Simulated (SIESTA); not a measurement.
GaGe3 under changes of volume

One of the cells (19.430 Å³/atom); the others are scaled copies at fixed shape and fractional positions:

```xyz
4
Lattice="0.0000 3.3872 3.3872 3.3872 0.0000 3.3872 3.3872 3.3872 0.0000" Properties=species:S:1:pos:R:3 pbc="T T T"
Ge    3.3872    3.3872    3.3872
Ge    5.0808    5.0808    5.0808
Ge    1.6936    1.6936    1.6936
Ga    0.0000    0.0000    0.0000
```

The cell comes from a database or a generator and needn't be the stable form of this composition.

| Property | Result |
| --- | --- |
| Program | SIESTA 5.4.2 |
| Functional | LDA |
| Potentials or basis | PseudoDojo 0.4 standard (LDA files) |
| Basis | DZP (energy shift 0.003 Ry; two zetas on semicore shells) |
| Grid cutoff | 800 Ry |
| Energy shift | 0.003 Ry |
| k mesh | 7 × 7 × 7 |
| Occupations | fermi-dirac, width 0.05 eV |
| Spin | no spin polarisation |

```csv
volume (Å³/atom),energy over the lowest point (meV/atom),pressure (GPa)
18.264,0.00,-0.2
18.653,2.49,-1.7
19.042,8.33,-3.0
19.430,17.12,-4.1
19.819,28.47,-5.1
20.208,42.14,-6.0
20.596,?,?
```

Question: What does the run at 20.596 Å³/atom give?

Answer: Energy over the lowest point 57.88 meV/atom; pressure -6.8 GPa.

Worked out: A Birch-Murnaghan fit of order 3 (a polynomial in V^(-2/3)) to the other rows has its minimum at 18.20 Å³/atom, just outside them, with B0 = V·E''(V) = 75 GPa and B' = 5.0. It gives 57.74 meV/atom at 20.596 Å³/atom, against the run's 57.88, and -dE/dV = -6.8 GPa, against -6.8.

Energies are extrapolated to zero smearing.

Caveats: the basis of atomic orbitals isn't converged, which shifts pressures, moduli and gaps.
